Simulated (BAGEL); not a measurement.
# C2H6SSi (SMILES C[Si]SC): levels of theory compared

We compute a comparison of 3 runs (HF/STO-3G, HF/3-21G, HF/def2-SVP) of C2H6SSi. 

The calculation is run with BAGEL 1.2.2.

## Step 1: Starting point

C2H6SSi has 10 atoms, charge 0, and is taken as a singlet. SMILES: `C[Si]SC`. The C4–H10 distance was set to 1.962 Å, away from the relaxed value. At this shape a bond of the SMILES string is far longer than usual.

Bond lengths: C1–Si2 1.902 Å, Si2–S3 2.120 Å, S3–C4 1.813 Å, C1–H5 1.096 Å, C1–H6 1.095 Å, C1–H7 1.092 Å, C4–H8 1.089 Å, C4–H9 1.089 Å. Some angles: C1–Si2–S3 101.6°, Si2–S3–C4 111.5°, Si2–C1–H5 111.4°, Si2–C1–H6 111.6°, Si2–C1–H7 110.2°, S3–C4–H8 110.9°, S3–C4–H9 110.8°, H5–C1–H6 107.2°, H5–C1–H7 108.1°, H6–C1–H7 108.2°.

## Step 2: A single-point energy at HF/STO-3G (density fitting with qzvpp-jkfit) (run 1)

File calc.json:

```json
{ "bagel" : [

{
  "title" : "molecule",
  "basis" : "sto-3g",
  "df_basis" : "qzvpp-jkfit",
  "angstrom" : "true",
  "geometry" : [
    { "atom" : "C", "xyz" : [      -0.773611,       2.314135,       0.279118 ] },
    { "atom" : "Si", "xyz" : [      -1.831311,       1.480735,      -1.064682 ] },
    { "atom" : "S", "xyz" : [      -0.983711,      -0.461365,      -1.129882 ] },
    { "atom" : "C", "xyz" : [       0.379289,      -0.632065,       0.054018 ] },
    { "atom" : "H", "xyz" : [      -0.862911,       1.792135,       1.238118 ] },
    { "atom" : "H", "xyz" : [       0.288289,       2.319535,       0.010818 ] },
    { "atom" : "H", "xyz" : [      -1.094311,       3.348035,       0.423518 ] },
    { "atom" : "H", "xyz" : [       0.032589,      -0.461765,       1.072318 ] },
    { "atom" : "H", "xyz" : [       1.184589,       0.063035,      -0.179282 ] },
    { "atom" : "H", "xyz" : [       1.052300,      -2.468400,      -0.097000 ] }
  ]
},

{
  "title" : "hf"
},

{
  "title" : "print",
  "file" : "orbitals.molden",
  "orbitals" : "true"
}

]}
```

Started as:

```bash
$ BAGEL_NUM_THREADS=1 BAGEL calc.json > calc.out
```

Log:

```text
* using 1 threads per process

  ===============================================================
  ===============================================================

  *** Geometry ***

  { "atom" : "C", "xyz" : [     -1.461913,      4.373081,      0.527457 ] },
  { "atom" : "Si", "xyz" : [     -3.460676,      2.798184,     -2.011957 ] },
  { "atom" : "S", "xyz" : [     -1.858944,     -0.871853,     -2.135168 ] },
[... 6 lines of this table left out ...]
  { "atom" : "H", "xyz" : [      1.988559,     -4.664600,     -0.183303 ] },

  Number of auxiliary basis functions:      514

  Since a DF basis is specified, we compute 2- and 3-index integrals:
    o Being stored without compression. Storage requirement is 0.005 GB

  Number of basis functions:       34
  Number of electrons      :       48

    * METHOD: MOLECULE                             0.22

  *** RHF ***

  === Nuclear Repulsion ===
   199.6154271003

      * DIIS with orbital gradients will be used.

  === RHF iteration (sto-3g) ===
      0       -756.77759209          0.01245694           0.03
      1       -756.83778606          0.00647248           0.03
      2       -756.85176706          0.00119188           0.03
[... 8 lines of this table left out ...]
     11       -756.85272657          0.00000001           0.03
    * SCF iteration converged.

    * Permanent dipole moment:
           (    0.051316,    -0.656964,    -0.236848) a.u.

    * METHOD: HF                                   0.50

    * METHOD: PRINT                                0.00

  ===============================================================
```

Run time: 0.87 s. Hardware: 1 thread of Arm Neoverse V1, shared host; peak memory 0.082 GiB.

## Step 3: The energy at HF/3-21G (density fitting with qzvpp-jkfit) (run 2)

File job.json:

```json
{ "bagel" : [

{
  "title" : "molecule",
  "basis" : "3-21g",
  "df_basis" : "qzvpp-jkfit",
  "angstrom" : true,
  "geometry" : [
    { "atom" : "C", "xyz" : [      -0.773611,       2.314135,       0.279118 ] },
    { "atom" : "Si", "xyz" : [      -1.831311,       1.480735,      -1.064682 ] },
    { "atom" : "S", "xyz" : [      -0.983711,      -0.461365,      -1.129882 ] },
    { "atom" : "C", "xyz" : [       0.379289,      -0.632065,       0.054018 ] },
    { "atom" : "H", "xyz" : [      -0.862911,       1.792135,       1.238118 ] },
    { "atom" : "H", "xyz" : [       0.288289,       2.319535,       0.010818 ] },
    { "atom" : "H", "xyz" : [      -1.094311,       3.348035,       0.423518 ] },
    { "atom" : "H", "xyz" : [       0.032589,      -0.461765,       1.072318 ] },
    { "atom" : "H", "xyz" : [       1.184589,       0.063035,      -0.179282 ] },
    { "atom" : "H", "xyz" : [       1.052300,      -2.468400,      -0.097000 ] }
  ]
},

{
  "title" : "hf"
},

{
  "title" : "print",
  "file" : "orbitals.molden",
  "orbitals" : true
}

]}
```

Started as:

```bash
$ BAGEL_NUM_THREADS=1 BAGEL job.json > job.out
```

Log:

```text
* using 1 threads per process

  ===============================================================
  ===============================================================

  *** Geometry ***

  { "atom" : "C", "xyz" : [     -1.461913,      4.373081,      0.527457 ] },
  { "atom" : "Si", "xyz" : [     -3.460676,      2.798184,     -2.011957 ] },
  { "atom" : "S", "xyz" : [     -1.858944,     -0.871853,     -2.135168 ] },
[... 6 lines of this table left out ...]
  { "atom" : "H", "xyz" : [      1.988559,     -4.664600,     -0.183303 ] },

  Number of auxiliary basis functions:      514

  Since a DF basis is specified, we compute 2- and 3-index integrals:
    o Being stored without compression. Storage requirement is 0.013 GB

  Number of basis functions:       56
  Number of electrons      :       48

    * METHOD: MOLECULE                             0.23

  *** RHF ***

  === Nuclear Repulsion ===
   199.6154271003

      * DIIS with orbital gradients will be used.

  === RHF iteration (3-21g) ===
      0       -761.53015627          0.01400947           0.06
      1       -761.59108735          0.00496265           0.05
      2       -761.59966505          0.00146965           0.06
[... 10 lines of this table left out ...]
     13       -761.60084162          0.00000001           0.06
    * SCF iteration converged.

    * Permanent dipole moment:
           (   -0.520018,    -0.951293,    -0.892401) a.u.

    * METHOD: HF                                   0.94

    * METHOD: PRINT                                0.01

  ===============================================================
```

Wall time 1.3 s (1 thread of Arm Neoverse V1, shared host); peak memory 0.093 GiB.

## Step 4: The energy at HF/def2-SVP (density fitting with qzvpp-jkfit) (run 3)

File input.json:

```json
{ "bagel": [

{
  "title": "molecule",
  "basis": "svp",
  "df_basis": "qzvpp-jkfit",
  "angstrom": "true",
  "geometry": [
    { "atom": "C", "xyz": [   -0.773611,    2.314135,    0.279118 ] },
    { "atom": "Si", "xyz": [   -1.831311,    1.480735,   -1.064682 ] },
    { "atom": "S", "xyz": [   -0.983711,   -0.461365,   -1.129882 ] },
    { "atom": "C", "xyz": [    0.379289,   -0.632065,    0.054018 ] },
    { "atom": "H", "xyz": [   -0.862911,    1.792135,    1.238118 ] },
    { "atom": "H", "xyz": [    0.288289,    2.319535,    0.010818 ] },
    { "atom": "H", "xyz": [   -1.094311,    3.348035,    0.423518 ] },
    { "atom": "H", "xyz": [    0.032589,   -0.461765,    1.072318 ] },
    { "atom": "H", "xyz": [    1.184589,    0.063035,   -0.179282 ] },
    { "atom": "H", "xyz": [    1.052300,   -2.468400,   -0.097000 ] }
  ]
},
{ "title": "hf" },
{ "title": "print", "file": "orbitals.molden", "orbitals": "true" }

]}
```

Started as:

```bash
$ BAGEL_NUM_THREADS=1 BAGEL input.json > input.out
```

Log:

```text
* using 1 threads per process

  ===============================================================
  ===============================================================

  *** Geometry ***

  { "atom" : "C", "xyz" : [     -1.461913,      4.373081,      0.527457 ] },
  { "atom" : "Si", "xyz" : [     -3.460676,      2.798184,     -2.011957 ] },
  { "atom" : "S", "xyz" : [     -1.858944,     -0.871853,     -2.135168 ] },
[... 6 lines of this table left out ...]
  { "atom" : "H", "xyz" : [      1.988559,     -4.664600,     -0.183303 ] },

  Number of auxiliary basis functions:      514

  Since a DF basis is specified, we compute 2- and 3-index integrals:
    o Being stored without compression. Storage requirement is 0.036 GB

  Number of basis functions:       94
  Number of electrons      :       48

    * METHOD: MOLECULE                             0.29

  *** RHF ***

  === Nuclear Repulsion ===
   199.6154271003

      * DIIS with orbital gradients will be used.

  === RHF iteration (svp) ===
      0       -765.11059298          0.01288957           0.10
      1       -765.22313765          0.00714986           0.10
      2       -765.25312125          0.00150155           0.10
[... 10 lines of this table left out ...]
     13       -765.25621176          0.00000001           0.09
    * SCF iteration converged.

    * Permanent dipole moment:
           (   -0.439846,    -0.751218,    -0.729347) a.u.

    * METHOD: HF                                   1.64

    * METHOD: PRINT                                0.02

  ===============================================================
```

Run time: 2.1 s. Hardware: 1 thread of Arm Neoverse V1, shared host; peak memory 0.14 GiB.

## Step 5: Overview of the runs

```tsv
run	level	energy (Eh)	dipole moment (D)	HOMO energy (eV)	LUMO energy (eV)	wall time
1	HF/STO-3G (density fitting with qzvpp-jkfit)	-756.852727	1.78	-5.91	5.84	0.87 s
2	HF/3-21G (density fitting with qzvpp-jkfit)	-761.600842	3.57	-8.82	0.82	1.3 s
3	HF/def2-SVP (density fitting with qzvpp-jkfit)	-765.256212	2.89	-8.80	1.12	2.1 s
```

## Step 6: Outcome

| quantity | value |
| --- | --- |
| run 3: total energy | -765.25621 Eh |
| run 3: dipole moment | 2.89 D |
| run 3: HOMO energy | -8.80 eV |
| run 3: LUMO energy | 1.12 eV |
| run 3: HOMO–LUMO gap | 9.92 eV |

**Reading.** The dipole moment (its size) runs from 1.78 D (HF/STO-3G) to 3.57 D (HF/3-21G). The HOMO–LUMO gap runs from 9.64 eV (HF/3-21G) to 11.75 eV (HF/STO-3G). In run 1 the basis is minimal, so the values are rough. In all runs a closed-shell determinant meets a far-stretched bond; if it breaks into open shells, such a determinant describes it badly, and no broken-symmetry solution was shown. All runs together took 4.3 s, the longest 2.1 s.
